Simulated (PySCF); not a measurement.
# CaBr: from the state search to spectroscopic constants

Aim: find the lowest electronic state of CaBr, scan its bond at several levels of theory, and get bond length, wavenumber and dissociation energy from each curve.

Method: Ca def2-SVP, Br def2-SVP, no relativity; program: PySCF 2.14.0.

## 1. The job

The job is set up so:

* atoms: Ca, Br
* charge: 0
* basis: Ca def2-SVP, Br def2-SVP
* Hamiltonian: no relativity
* basis functions: 56
* electrons treated: 55
* masses in u: 39.9626, 78.9183
* levels: PBE0, PBE, r²SCAN, M06, MN15, PW91, HSE06, HF, MP2, SCS-MP2, CCSD, CCSD(T)
* grid: 80 radial by 434 angular points
* occupations: held fixed by the projection of orbital angular momentum
* dissociation limit: Ca + Br, each in its ground configuration
* starting distance in angstrom: 2.705
* values of 2S to try: 1, 3

Started as:

```sh
$ OMP_NUM_THREADS=1 python dia.py task.json out
```

After this run come: The PBE0 curve of the state that the search chose; Excited determinants; PBE (GGA); r²SCAN (meta-GGA); M06; MN15 (hybrid meta-GGA); PW91 (GGA); HSE06; UHF (mean field); MP2 and coupled cluster.

**Question.** What will these runs give? Wanted: for each run, Re; ωe; De; μ.

**Answer**, as computed:

Lowest PBE0 solution found, without spin–orbit coupling: ²Σ⁺ (doublet), unpaired electrons σ ↑. The other levels ran on it alone.

| level | Re (Å) | ωe (cm⁻¹) | De (eV) | μ (D) |
| --- | --- | --- | --- | --- |
| UHF | 2.675 | 275.4 | 3.27 | -5.05 |
| UHF-MP2 | 2.642 | 279.3 | 3.51 | n/a |
| UHF-SCS-MP2 | 2.650 | 277.7 | 3.35 | n/a |
| UHF-CCSD | 2.649 | 277.5 | 3.25 | n/a |
| UHF-CCSD(T) | 2.648 | 277.3 | 3.27 | n/a |
| PBE | 2.581 | 291.0 | 3.94 | -4.16 |
| PW91 | 2.577 | 292.5 | 4.00 | -4.14 |
| r²SCAN | 2.589 | 294.0 | 4.22 | -4.54 |
| PBE0 | 2.589 | 291.2 | 3.88 | -4.45 |
| M06 | 2.583 | 296.0 | 3.47 | -4.63 |
| HSE06 | 2.590 | 291.3 | 3.89 | -4.49 |
| MN15 | 2.584 | 290.7 | 3.51 | -4.99 |

De is counted to Ca + Br in their ground configurations. A positive dipole means Ca(−)Br(+).

Differences from CCSD(T) in the same basis:

| level | Re (mÅ) | ωe (%) |
| --- | --- | --- |
| UHF | +27 | -0.7 |
| UHF-MP2 | -6 | +0.7 |
| UHF-SCS-MP2 | +2 | +0.1 |
| UHF-CCSD | +1 | +0.1 |
| PBE | -67 | +4.9 |
| PW91 | -71 | +5.5 |
| r²SCAN | -59 | +6.0 |
| PBE0 | -59 | +5.0 |
| M06 | -65 | +6.8 |
| HSE06 | -58 | +5.0 |
| MN15 | -64 | +4.8 |

Against CCSD(T) in the same basis, the bond length is nearest at UHF-CCSD (+1 mÅ) and farthest at PW91 (-71 mÅ); the wavenumber is nearest at UHF-SCS-MP2 and UHF-CCSD (+0.1 %) and farthest at M06 (+6.8 %). CCSD(T) in a basis this small is itself some way from its limit, more so than the functionals. Among the levels with a De in the table, it runs from 3.25 eV (UHF-CCSD) to 4.22 eV (r²SCAN).

Correlated steps freeze 14 core orbitals.
